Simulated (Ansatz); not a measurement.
# CH5AlOS: the cost of one run

Method: RKS B3LYP-D4/cc-pVDZ, in Ansatz 0.2.0.

## 1. Starting point

Bond lengths: C1–S2 1.762 Å, S2–Al3 2.281 Å, Al3–O4 1.788 Å, C1–H5 1.111 Å, C1–H6 1.162 Å, C1–H7 1.144 Å, Al3–H8 1.584 Å, O4–H9 0.984 Å. Angles: C1–S2–Al3 93.9°, S2–C1–H5 114.8°, S2–C1–H6 111.4°, S2–C1–H7 109.9°, H5–C1–H6 108.5°, H5–C1–H7 107.7°, H6–C1–H7 103.9°, S2–Al3–O4 118.8°, S2–Al3–H8 118.3°, O4–Al3–H8 122.6°, Al3–O4–H9 112.0°.

As a file:

```xyz
9

C     0.0430    1.0050   -1.3461
S     1.3466    0.5923   -0.2349
Al    0.1612   -1.0691    0.7839
O    -0.7488   -0.6876    2.2748
H    -0.2716    0.1806   -2.0215
H    -0.8926    1.3932   -0.7773
H     0.3539    1.8910   -1.9990
H     0.2972   -2.5432    0.2198
H    -0.2004   -0.8086    3.0833
```

## 2. Relaxing end A

input.yaml reads:

```yaml
crystal:
  periodic: [false, false, false]
  atoms:
    - { symbol: C, position_ang: [0.043, 1.005, -1.3461] }
    - { symbol: S, position_ang: [1.3466, 0.5923, -0.2349] }
    - { symbol: Al, position_ang: [0.1612, -1.0691, 0.7839] }
    - { symbol: O, position_ang: [-0.7488, -0.6876, 2.2748] }
    - { symbol: H, position_ang: [-0.2716, 0.1806, -2.0215] }
    - { symbol: H, position_ang: [-0.8926, 1.3932, -0.7773] }
    - { symbol: H, position_ang: [0.3539, 1.891, -1.999] }
    - { symbol: H, position_ang: [0.2972, -2.5432, 0.2198] }
    - { symbol: H, position_ang: [-0.2004, -0.8086, 3.0833] }
basis:
  gaussian: { orbitals: cc-pVDZ }
hamiltonian:
  xc: b3lyp
  dispersion: d4
relax:
  f_tol: 0.015
  max_steps: 40
```

Started as:

```bash
> ansatz run input.yaml --threads 1 --pin off --max-ram 2048MiB --backend cpu --events-out ev --progress --plain --runs-dir out
```

What time and memory should one allow on 1 thread of Arm Neoverse V2, shared host?

About 1.8 min, with a peak of 0.17 GiB.
